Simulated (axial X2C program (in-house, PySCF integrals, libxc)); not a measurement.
# IK⁺: bond curves with and without spin–orbit coupling

Aim: find the lowest determinant of IK⁺, scan the bond at several levels and fit the constants, once spin-free and once with spin–orbit coupling.

Method: all-electron X2C, I dyall-cv3z, K dyall-cv3z; program: an in-house X2C program for linear molecules on PySCF integrals.

All values are calculated.

## Step 1: Input

task.json reads:

```json
{"zs": [53, 19], "q": 1, "bas": ["dyall-cv3z", "dyall-cv3z"], "levels": ["PBE0", "HF", "LDA"], "cc": true, "r0": 3.29, "thr": -2.0, "nmax": 90, "npts": 10, "nst": 2, "ntry": 6}
```

Keys: zs atomic numbers; q charge; bas basis sets; levels methods (HF also brings MP2); cc coupled cluster on or off; r0 starting distance in Å; thr threshold in hartree for freezing inner shells (an s shell follows its p shell); nmax most natural virtual spinors; npts points asked for on the curve; nst determinants followed; ntry starts of the search.

The run is started by

```sh
$ python so2c.py task.json out
```

Spin-free means the one-electron spin-free X2C Hamiltonian; two-component (2c) means X2C with spin–orbit coupling and atomic mean-field two-electron Coulomb and Gaunt terms. Basis: I dyall-cv3z contracted to [11s12p8d4f1g], K dyall-cv3z contracted to [11s12p6d3f]; Gaussian nuclei, density fitting. Masses: I 126.904 u, K 38.964 u.

Notation: σ, π±, δ± give the projection m of an orbital's angular momentum (0, ±1, ±2), α and β its spin, Λ and M_S the sums; ω is the projection of a spinor's total angular momentum and Ω the sum. Logs are in hartree.

The results follow Hamiltonian by Hamiltonian and level by level.

## Step 2: State search with PBE0

PBE0 moves the distance from 3.290 Å to 3.582 Å and compares determinants there.

Spin-free determinants:

```csv
ΔE (eV),state,open shells
0.00,"M_S = 1/2, Λ = 1","beyond closed shells: π+α, π+β, π-α"
0.29,"M_S = 1/2, Λ = 0",beyond closed shells: σα
6.44,"M_S = 3/2, Λ = 0","beyond closed shells: σα, π+α, π-α"
6.54,"M_S = 1/2, Λ = 0","beyond closed shells: σβ, π+α, π-α"
6.59,"M_S = 3/2, Λ = 1","beyond closed shells: 2 × σα, π+α, π+β, π-α"
7.01,"M_S = 1/2, Λ = 1","beyond closed shells: 2 × σα, π+α, π+β, π-β"
7.57,"M_S = 1/2, Λ = 0","beyond closed shells: σα, π+β, π-α"
```

Two-component determinants:

| ΔE (eV) | state | open shells |
| --- | --- | --- |
| 0.00 | Ω = 3/2 | excess of +ω over −ω: ω = 3/2 |
| 0.24 | Ω = 1/2 | excess of +ω over −ω: ω = 1/2 |
| 6.42 | Ω = 5/2 | excess of +ω over −ω: 2 × ω = 1/2, ω = 3/2 |
| 6.50 | Ω = 1/2 | excess of +ω over −ω: 2 × ω = -1/2, ω = 3/2 |
| 7.17 | Ω = 1/2 | excess of +ω over −ω: ω = 1/2 |

## Step 3: PBE0, spin-free

State followed: M_S = 1/2, Λ = 1 (beyond closed shells: π+α, π+β, π-α). The scan is laid around 3.582 Å, a first estimate of the minimum, and this SCF restarts from the orbitals of the search.

The SCF at the reference distance of 3.582 Å:

```text
spin-free X2C-1e  PBE0
basis functions 222  fitting functions 995  grid points 5809
iter        total energy     max residual
   1      -7717.236809534     2.53e-05
   2      -7717.236809534     2.69e-05
   3      -7717.236809537     8.19e-07
   4      -7717.236809537     4.19e-07
converged
one-electron -10866.27504643  Coulomb 3216.53009824  exact exchange -53.26955961  xc functional -162.98875941  nuclear repulsion 148.76645768
```

Along the bond, energies from the lowest point:

| R (Å) | E (eV) | μ (D) | HOMO (eV) | LUMO (eV) | iterations |
| --- | --- | --- | --- | --- | --- |
| 3.260 | 0.0468 | 9.88 | -12.17 | -9.96 | 8 |
| 3.367 | 0.0156 | 10.32 | -12.07 | -9.85 | 8 |
| 3.474 | 0.0018 | 10.76 | -11.96 | -9.74 | 8 |
| 3.582 | 0.0000 | 11.22 | -11.85 | -9.64 | 4 |
| 3.707 | 0.0078 | 11.76 | -11.74 | -9.52 | 8 |
| 3.833 | 0.0224 | 12.30 | -11.62 | -9.40 | 8 |
| 3.994 | 0.0460 | 13.00 | -11.48 | -9.26 | 8 |
| 4.191 | 0.0769 | 13.86 | -11.32 | -9.10 | 8 |

Dipoles are positive if K is the positive end and refer to the centre of mass.

Outer orbitals at the reference distance:

```csv
symmetry,occupied,ε (eV),atomic character
π+β,yes,-26.30,100% K p
π-β,yes,-26.30,100% K p
π+α,yes,-26.30,100% K p
π-α,yes,-26.30,100% K p
σα,yes,-26.27,100% K p
σβ,yes,-26.27,100% K p
σα,yes,-23.88,"93% I s, 3% K p, 3% K d"
σβ,yes,-22.81,"93% I s, 3% K p, 3% K d"
π-α,yes,-12.80,98% I p
π+α,yes,-12.80,98% I p
σα,yes,-12.52,"93% I p, 3% K p"
σβ,yes,-12.20,"93% I p, 3% K p"
π+β,yes,-11.85,98% I p
π-β,no,-9.64,97% I p
σα,no,-5.18,"94% K s, 2% I p"
σβ,no,-5.16,"93% K s, 2% I p"
π-α,no,-3.37,"91% K p, 4% K d, 3% I d"
```

PBE0 fields in the half plane through the axis: z from -2.4 to 5.7 Å across, distance from the axis 0.15 to 2.25 Å upwards; I lies at z = 0 and K at z = 3.582 Å; the ELF is damped to zero where the density is low.

log10 density (e/bohr³). Ten even steps from '0' (-6.08 ) to '9' (1.84 ):
```
2223333344333332222222211100
2233344444444333333333322110
2334445555544433333444333211
3344455555555444444554443321
3344556666655544455565544322
3445566666665544556666654432
3445566787666554566777665432
3445667898766555567797765432
```

ELF. Ten even steps from '0' (0.00 ) to '9' (0.88 ):
```
0000011222110000000000000000
0001234444432100000000000000
0013466777665310000011000000
0135788888887620002444310000
0257898767888730026888641000
1368985323589830059999973100
1479972686269940189849985200
2589954787459940299191996200
```

Re = 3.547 Å, ωe = 84.8 cm⁻¹, ωexe = 0.824 cm⁻¹, Be = 0.04494 cm⁻¹, De = 0.250 eV, μ = 11.07 D.

## Step 4: HF, spin-free

Output at 3.582 Å:

```text
spin-free X2C-1e  HF
basis functions 222  fitting functions 995  grid points 5809
iter        total energy     max residual
   1      -7714.056728954     2.34e-01
   2      -7714.077440571     4.76e-03
   3      -7714.077727133     1.20e-03
   4      -7714.077756488     5.38e-04
   5      -7714.077761516     1.49e-04
   6      -7714.077762384     4.62e-05
   7      -7714.077762495     1.22e-05
   8      -7714.077762502     2.77e-06
   9      -7714.077762502     8.63e-07
converged
one-electron -10865.06347119  Coulomb 3215.35723450  exact exchange -213.13798349  xc functional 0.00000000  nuclear repulsion 148.76645768
```

Re = 3.708 Å, ωe = 72.4 cm⁻¹, ωexe = 0.902 cm⁻¹, Be = 0.04112 cm⁻¹, De = 0.100 eV, μ = 11.98 D.

## Step 5: LDA, spin-free

Output at 3.582 Å:

```text
spin-free X2C-1e  LDA
basis functions 222  fitting functions 995  grid points 5809
iter        total energy     max residual
   1      -7709.497823304     9.20e-01
   2      -7709.515183636     1.30e-02
   3      -7709.515239434     3.38e-03
   4      -7709.515289955     7.65e-04
   5      -7709.515297352     2.71e-04
   6      -7709.515298050     6.96e-05
   7      -7709.515298083     9.52e-06
   8      -7709.515298085     1.47e-06
converged
one-electron -10865.50590230  Coulomb 3215.62646777  exact exchange 0.00000000  xc functional -208.40232124  nuclear repulsion 148.76645768
```

Re = 3.403 Å, ωe = 99.9 cm⁻¹, Be = 0.04882 cm⁻¹, De = 0.378 eV, μ = 10.32 D.

## Step 6: MP2, spin-free

Correlated methods: 15 electrons correlated (frozen shells, counted by type: I 4 s, 3 p, 2 d; K 2 s, 1 p), 287 virtual spinors in MP2.

Output of the correlated part at 3.582 Å:

```text
correlated 15  virtual 287  natural virtual 90  E(MP2) -0.347886113  MP2 remainder -0.016226390
iter   CCSD correlation   residual
   1     -0.362344771   9.33e-02
   2     -0.370052607   2.66e-02
   3     -0.370157812   4.73e-03
   4     -0.370152996   9.32e-04
   5     -0.370149543   2.89e-04
   6     -0.370149466   9.51e-05
   7     -0.370149870   3.25e-05
   8     -0.370149855   9.98e-06
(T) -0.010202495  T1 0.0045  D1 0.0127  max T2 0.063
```

T1 in the output is the amplitude norm over the root of the electron number; divide by √2 for the Lee–Taylor value.

Coupled cluster ran at too few distances for a curve.

MP2: Re = 3.552 Å, ωe = 85.8 cm⁻¹, Be = 0.04483 cm⁻¹, De = 0.273 eV.

## Step 7: A higher determinant, spin-free

State: M_S = 1/2, Λ = 0 (beyond closed shells: σα).

Output at the reference distance:

```text
spin-free X2C-1e  PBE0
basis functions 222  fitting functions 995  grid points 5809
iter        total energy     max residual
   1      -7717.226076779     6.71e-06
   2      -7717.226076779     1.07e-05
converged
one-electron -10866.17324359  Coulomb 3216.45045267  exact exchange -53.27307056  xc functional -162.99667298  nuclear repulsion 148.76645768
```

| R (Å) | E above the lowest PBE0 point (eV) |
| --- | --- |
| 3.260 | 0.357 |
| 3.367 | 0.326 |
| 3.474 | 0.305 |
| 3.582 | 0.292 |
| 3.707 | 0.283 |
| 3.833 | 0.279 |
| 3.994 | 0.277 |
| 4.191 | 0.278 |

No constants are quoted: too few points lie around the minimum for a second fit to confirm the first.

## Step 8: The spin-free curves together

Energy (eV) of the followed determinant, spin-free, from each level's lowest point:

| R (Å) | PBE0 | HF | MP2 | LDA |
| --- | --- | --- | --- | --- |
| 3.260 | 0.047 | 0.105 | 0.050 | 0.013 |
| 3.367 | 0.016 | 0.052 | 0.017 | 0.000 |
| 3.474 | 0.002 | 0.021 | 0.002 | 0.002 |
| 3.582 | 0.000 | 0.005 | 0.000 | 0.013 |
| 3.707 | 0.008 | 0.000 | 0.008 | 0.034 |
| 3.833 | 0.022 | 0.004 | 0.022 | 0.060 |
| 3.994 | 0.046 | 0.017 | 0.046 | 0.095 |
| 4.191 | 0.077 | 0.038 | 0.076 | 0.136 |

## Step 9: PBE0, 2c

State followed: Ω = 3/2 (excess of +ω over −ω: ω = 3/2). The scan is laid around 3.582 Å, a first estimate of the minimum, and this SCF restarts from the orbitals of the search.

Output at 3.582 Å:

```text
two-component X2C + atomic mean field  PBE0
basis functions 222  fitting functions 995  grid points 5809
iter        total energy     max residual
   1      -7714.160235522     2.04e-05
   2      -7714.160235522     2.23e-05
   3      -7714.160235524     5.30e-07
converged
one-electron -10857.29285582  Coulomb 3214.95189062  exact exchange -53.24014178  xc functional -162.90437824  nuclear repulsion 148.76645768  atomic mean-field constant -4.44120797
```

Along the bond, energies from the lowest point:

| R (Å) | E (eV) | μ (D) | HOMO (eV) | LUMO (eV) | iterations |
| --- | --- | --- | --- | --- | --- |
| 3.260 | 0.0479 | 9.87 | -12.15 | -9.62 | 8 |
| 3.367 | 0.0162 | 10.30 | -12.04 | -9.51 | 8 |
| 3.474 | 0.0020 | 10.75 | -11.93 | -9.40 | 8 |
| 3.582 | 0.0000 | 11.20 | -11.83 | -9.30 | 3 |
| 3.707 | 0.0077 | 11.74 | -11.70 | -9.18 | 8 |
| 3.833 | 0.0222 | 12.28 | -11.58 | -9.07 | 8 |
| 3.994 | 0.0459 | 12.98 | -11.43 | -8.93 | 8 |
| 4.191 | 0.0771 | 13.84 | -11.26 | -8.77 | 8 |

Dipoles are positive if K is the positive end and refer to the centre of mass.

Outer spinors at the reference distance:

| ω | occupied | ε (eV) | atomic character | λ mixture |
| --- | --- | --- | --- | --- |
| 1/2 | yes | -26.45 | 100% K p | 71% π, 29% σ |
| -1/2 | yes | -26.45 | 100% K p | 71% π, 29% σ |
| 3/2 | yes | -26.20 | 100% K p | 100% π |
| -3/2 | yes | -26.20 | 100% K p | 100% π |
| 1/2 | yes | -26.18 | 100% K p | 71% σ, 29% π |
| -1/2 | yes | -26.18 | 100% K p | 71% σ, 29% π |
| 1/2 | yes | -23.81 | 93% I s, 3% K p, 3% K d | 100% σ |
| -1/2 | yes | -22.78 | 93% I s, 3% K p, 3% K d | 100% σ |
| -1/2 | yes | -13.31 | 98% I p | 85% π, 15% σ |
| 1/2 | yes | -12.84 | 95% I p | 66% σ, 34% π |
| 3/2 | yes | -12.42 | 98% I p | 100% π |
| -1/2 | yes | -11.97 | 93% I p, 3% K p | 85% σ, 15% π |
| 1/2 | yes | -11.83 | 96% I p | 66% π, 34% σ |
| -3/2 | no | -9.30 | 97% I p, 2% K d | 100% π |
| 1/2 | no | -5.18 | 94% K s, 2% I p | 100% σ |
| -1/2 | no | -5.16 | 93% K s, 2% I p | 100% σ |
| -1/2 | no | -3.38 | 91% K p, 4% K d, 3% I d | 100% π |

PBE0 fields in the half plane through the axis: z from -2.4 to 5.7 Å across, distance from the axis 0.15 to 2.25 Å upwards; I lies at z = 0 and K at z = 3.582 Å; the ELF is damped to zero where the density is low.

log10 density (e/bohr³). Ten even steps from ' ' (-6.07 ) to '@' (1.84 ):
```
::::::----------====----------::::::::::::::::......    
::::------================--------------------::::....  
::----======++++++++++======----------======------::....
----======++++++++++++++++============++++======----::..
----====++++**********++++++======++++++**++++====--::::
--====++++**************++++====++++**********++====--::
--====++++****##%%##******++++==++****######****++==--::
--====++****##%%@@%%##****++++++++**####@@####**++==--::
```

ELF. Ten even steps from '0' (0.00 ) to '9' (0.88 ):
```
0000011222110000000000000000
0001234444432100000000000000
0013466777665310000011000000
0135788888887620002444310000
0257898767888730026888641000
1368985323589830059999973100
1579973686269940189849985200
2589954787459940299191996200
```

Re = 3.550 Å, ωe = 84.9 cm⁻¹, ωexe = 0.815 cm⁻¹, Be = 0.04488 cm⁻¹, De = 0.296 eV, μ = 11.06 D.

## Step 10: HF, 2c

The SCF at the reference distance of 3.582 Å:

```text
two-component X2C + atomic mean field  HF
basis functions 222  fitting functions 995  grid points 5809
iter        total energy     max residual
   1      -7710.976282631     2.34e-01
   2      -7710.996956153     4.79e-03
   3      -7710.997242333     1.20e-03
   4      -7710.997271733     5.46e-04
   5      -7710.997276723     1.47e-04
   6      -7710.997277559     4.62e-05
   7      -7710.997277664     1.12e-05
   8      -7710.997277670     2.62e-06
   9      -7710.997277670     8.44e-07
converged
one-electron -10856.08199223  Coulomb 3213.77948451  exact exchange -213.02001965  xc functional 0.00000000  nuclear repulsion 148.76645768  atomic mean-field constant -4.44120797
```

Re = 3.710 Å, ωe = 72.6 cm⁻¹, ωexe = 0.891 cm⁻¹, Be = 0.04107 cm⁻¹, De = 0.099 eV, μ = 11.97 D.

## Step 11: LDA, 2c

Output at 3.582 Å:

```text
two-component X2C + atomic mean field  LDA
basis functions 222  fitting functions 995  grid points 5809
iter        total energy     max residual
   1      -7706.428239897     9.20e-01
   2      -7706.445585710     1.30e-02
   3      -7706.445641052     3.40e-03
   4      -7706.445691448     7.68e-04
   5      -7706.445698988     2.75e-04
   6      -7706.445699694     6.94e-05
   7      -7706.445699727     9.45e-06
   8      -7706.445699729     1.46e-06
converged
one-electron -10856.52465424  Coulomb 3214.04935644  exact exchange 0.00000000  xc functional -208.29565163  nuclear repulsion 148.76645768  atomic mean-field constant -4.44120797
```

Re = 3.407 Å, ωe = 99.7 cm⁻¹, Be = 0.04871 cm⁻¹, De = 0.384 eV, μ = 10.32 D.

## Step 12: Correlated methods, 2c

Correlated methods: 15 electrons correlated (frozen shells, counted by type: I 4 s, 3 p, 2 d; K 2 s, 1 p), 287 virtual spinors in MP2.

MP2: Re = 3.554 Å, ωe = 85.8 cm⁻¹, Be = 0.04476 cm⁻¹, De = 0.291 eV.

## Step 13: A higher determinant, 2c

State: Ω = 1/2 (excess of +ω over −ω: ω = 1/2).

Output at the reference distance:

```text
two-component X2C + atomic mean field  PBE0
basis functions 222  fitting functions 995  grid points 5809
iter        total energy     max residual
   1      -7714.151264576     3.35e-06
   2      -7714.151264577     1.56e-06
converged
one-electron -10857.21177289  Coulomb 3214.87618432  exact exchange -53.24017963  xc functional -162.90074607  nuclear repulsion 148.76645768  atomic mean-field constant -4.44120797
```

| R (Å) | E above the lowest PBE0 point (eV) |
| --- | --- |
| 3.260 | 0.300 |
| 3.367 | 0.269 |
| 3.474 | 0.252 |
| 3.582 | 0.244 |
| 3.707 | 0.243 |
| 3.833 | 0.248 |
| 3.994 | 0.257 |
| 4.191 | 0.271 |

Re = 3.656 Å, ωe = 61.1 cm⁻¹, ωexe = 1.27 cm⁻¹, Be = 0.04231 cm⁻¹, μ = 11.73 D. Te = 0.24 eV.

## Step 14: The 2c curves together

Energy (eV) of the followed determinant, 2c, from each level's lowest point:

| R (Å) | PBE0 | HF | MP2 | LDA |
| --- | --- | --- | --- | --- |
| 3.260 | 0.048 | 0.106 | 0.051 | 0.014 |
| 3.367 | 0.016 | 0.053 | 0.018 | 0.000 |
| 3.474 | 0.002 | 0.022 | 0.003 | 0.001 |
| 3.582 | 0.000 | 0.006 | 0.000 | 0.013 |
| 3.707 | 0.008 | 0.000 | 0.008 | 0.033 |
| 3.833 | 0.022 | 0.004 | 0.022 | 0.059 |
| 3.994 | 0.046 | 0.016 | 0.045 | 0.094 |
| 4.191 | 0.077 | 0.038 | 0.077 | 0.136 |

Time for the job: 3.6 min (1 thread, shared host).

## Step 15: Results

Lowest determinant that the search found at its distance, spin-free: M_S = 1/2, Λ = 1 (beyond closed shells: π+α, π+β, π-α).

Lowest determinant that the search found at its distance, 2c: Ω = 3/2 (excess of +ω over −ω: ω = 3/2).

```csv
Hamiltonian,level,Re (Å),ωe (cm⁻¹),De (eV),μ (D)
spin-free,PBE0,3.547,84.8,0.250,11.07
spin-free,HF,3.708,72.4,0.100,11.98
spin-free,MP2,3.552,85.8,0.273,n/a
spin-free,LDA,3.403,99.9,0.378,10.32
2c,PBE0,3.550,84.9,0.296,11.06
2c,HF,3.710,72.6,0.099,11.97
2c,MP2,3.554,85.8,0.291,n/a
2c,LDA,3.407,99.7,0.384,10.32
```

Dipoles are positive if K is the positive end and refer to the centre of mass.

Time per point (s) on 1 thread, shared host (2c runs); the times are rough: PBE0 1.6, HF 1.1, MP2 1.9, LDA 0.63.

In words: At MP2, going from spin-free to two-component changes Re by +3 mÅ, ωe by +0.1 %, which is small (part of it comes from the scalar share of the two-electron terms). De moves by +0.02 eV; both De rest on single-determinant atoms, which can miss part of an open shell's spin–orbit lowering.

De refers to I + K+, each in the lowest determinant found, which need not be this curve's own limit. Each curve is one determinant whose occupation by symmetry is held fixed; it was picked as the lowest of a PBE0 search that is not exhaustive. Dissociation energies refer to the lowest single-determinant-based atoms at the same level and basis. Density functionals use the spin component along the axis (collinear).
